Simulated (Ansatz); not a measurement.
# WS2 (2H sheet): the cost of one run

Computed with Ansatz 0.2.0 (DFT PBEsol, scalar-relativistic, plane waves, PAW, unless a step's input says otherwise).

1 further run of the same task is left out (set aside as unsound or not needed).

### 1 The structure to begin with

The structure is hexagonal, space group P-6m2 (No. 187). Conventional cell: a = 3.146 Å, b = 3.146 Å, c = 30.231 Å, α = 90.00°, β = 90.00°, γ = 120.00°. Around W (site symmetry -6m2) lie 6 S at 2.40 Å. S (site symmetry 3m) is surrounded by 3 W at 2.40 Å.

Structure file:

```cif
data_structure
_symmetry_space_group_name_H-M 'P-6m2'
_symmetry_Int_Tables_number 187
_cell_length_a 3.1455
_cell_length_b 3.1455
_cell_length_c 30.2308
_cell_angle_alpha 90.000
_cell_angle_beta 90.000
_cell_angle_gamma 120.000
_cell_volume 259.04
loop_
_atom_site_label
_atom_site_type_symbol
_atom_site_symmetry_multiplicity
_atom_site_Wyckoff_symbol
_atom_site_fract_x
_atom_site_fract_y
_atom_site_fract_z
_atom_site_occupancy
W1 W 1 c 0.33333 0.66667 0.00000 1
S1 S 2 i 0.66667 0.33333 0.05183 1
```

This sheet was relaxed beforehand with the same method; its gap on the mesh is 1.94 eV.

### 2 Next: the armchair ribbon, N = 7

The ribbon is cut from the relaxed sheet, periodic along c; N counts formula units a period. The edge energy is the mean of both edges over the sheet, -4009.6849 eV an atom.

The cell holds 7 W, 14 S: a = 18.400 Å, b = 12.400 Å, c = 5.448 Å, α = 90.00°, β = 90.00°, γ = 90.00°.

### 3 Relaxing it

Pressure and volume refer to the whole cell with its vacuum; only the period along c may change.

input.yaml reads:

```yaml
crystal:
  lattice:
    - [18.4, 0.0, 0.0]
    - [0.0, 12.4, 0.0]
    - [0.0, 0.0, 5.4481957144]
  atoms:
    - { symbol: W, position: [0.7564280377, 0.5, 0.3333333333] }
    - { symbol: W, position: [0.5854760126, 0.5, 0.3333333333] }
    - { symbol: W, position: [0.6709520251, 0.5, 0.8333333333] }
    - { symbol: W, position: [0.4145239874, 0.5, 0.3333333333] }
    - { symbol: W, position: [0.5, 0.5, 0.8333333333] }
    - { symbol: W, position: [0.2435719623, 0.5, 0.3333333333] }
    - { symbol: W, position: [0.3290479749, 0.5, 0.8333333333] }
    - { symbol: S, position: [0.6709520251, 0.6263695166, 0.1666666667] }
    - { symbol: S, position: [0.7564280377, 0.6263695166, 0.6666666667] }
    - { symbol: S, position: [0.5, 0.6263695166, 0.1666666667] }
    - { symbol: S, position: [0.5854760126, 0.6263695166, 0.6666666667] }
    - { symbol: S, position: [0.3290479749, 0.6263695166, 0.1666666667] }
    - { symbol: S, position: [0.4145239874, 0.6263695166, 0.6666666667] }
    - { symbol: S, position: [0.2435719623, 0.6263695166, 0.6666666667] }
    - { symbol: S, position: [0.6709520251, 0.3736304834, 0.1666666667] }
    - { symbol: S, position: [0.7564280377, 0.3736304834, 0.6666666667] }
    - { symbol: S, position: [0.5, 0.3736304834, 0.1666666667] }
    - { symbol: S, position: [0.5854760126, 0.3736304834, 0.6666666667] }
    - { symbol: S, position: [0.3290479749, 0.3736304834, 0.1666666667] }
    - { symbol: S, position: [0.4145239874, 0.3736304834, 0.6666666667] }
    - { symbol: S, position: [0.2435719623, 0.3736304834, 0.6666666667] }
basis:
  ecutwfc: 420
kpoints:
  mp_grid: { grid: [1, 1, 6] }
hamiltonian:
  xc: pbesol
scf:
  occupations: { method: gaussian, width: 0.05 }
output:
  forces: true
  stress: true
  eigenvalues: true
  populations: true
  write_density: true
  write_potential: true
  elf: true
  volumetric_format: npy
relax:
  adjacent_minimum: "off"
  f_tol: 0.02
  max_steps: 45
  cell: { fix: [a, b, alpha, beta, gamma], stress_tol: 0.03 }
```

Run with:

```bash
> ansatz run input.yaml --threads 4 --pin off --max-ram 11264MiB --backend cpu --events-out ev --progress --plain --runs-dir out
```

What time and memory should one allow on 4 threads of Intel Xeon Platinum 8259CL at 2.50GHz (Skylake/Cascade Lake), shared host?

About 2.9 min, with a peak of 2.4 GiB.
